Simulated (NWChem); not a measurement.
**ZnNH3 (SMILES [NH2][ZnH]): M08-HX/6-31G(d)/LANL2DZ (core potential, spherical functions, ncydp 15, trust 0.2)**

We compute a geometry optimisation of ZnNH3. 

Program for the calculation: NWChem 7.3.0.

4 further runs of the same task are left out: 3 that didn't finish, 1 set aside as unsound or not needed.

### 1 The structure to begin with

The species is ZnNH3 (5 atoms), meant as a singlet with charge 0. SMILES: `[NH2][ZnH]`. All atoms were displaced at random from a relaxed shape. The run starts from this shape.

Bond lengths: N1–Zn2 1.857 Å, N1–H3 0.984 Å, N1–H4 0.987 Å, Zn2–H5 1.539 Å. Angles: N1–Zn2–H5 174.9°, Zn2–N1–H3 114.8°, Zn2–N1–H4 118.4°, H3–N1–H4 110.4°.

### 2 A geometry optimisation at M08-HX/6-31G(d)/LANL2DZ (core potential, spherical functions, ncydp 15, trust 0.2)

The input, job.nw:

```
start job
title "H3NZn"
memory 2200 mb
geometry units angstrom noautosym
   zmatrix
     N
     Zn 1 1.856543
     H 1 0.984408 2 114.8416
     H 1 0.9874 3 110.40528 2 136.96447
     H 2 1.538867 3 161.91146 1 168.60154
   end
end
basis spherical bse
   N library 6-31G*
   Zn library LANL2DZ
   H library 6-31G*
end
ecp bse
   Zn library LANL2DZ
end
dft
   xc m08-hx
   grid fine
   convergence energy 1e-05 damp 20 ncydp 15
   maxiter 50
   print low
end
driver
   maxiter 60
   trust 0.2
end
task dft optimize
```

Run with:

```
nwchem job.nw > job.out
```

What values should one expect? Wanted: total energy at the end.

Computed results:

Level: M08-HX/6-31G*/LANL2DZ (core potential, spherical functions, ncydp 15, trust 0.2).

```
               quantity          value
total energy at the end  -121.51359 Eh
```

At the final geometry: Bond lengths: N1–Zn2 1.864 Å, N1–H3 1.011 Å, N1–H4 1.011 Å, Zn2–H5 1.602 Å. Angles: N1–Zn2–H5 179.2°, Zn2–N1–H3 125.3°, Zn2–N1–H4 125.3°, H3–N1–H4 109.2°. The optimisation took 15 steps and changed the energy by -0.108 eV.
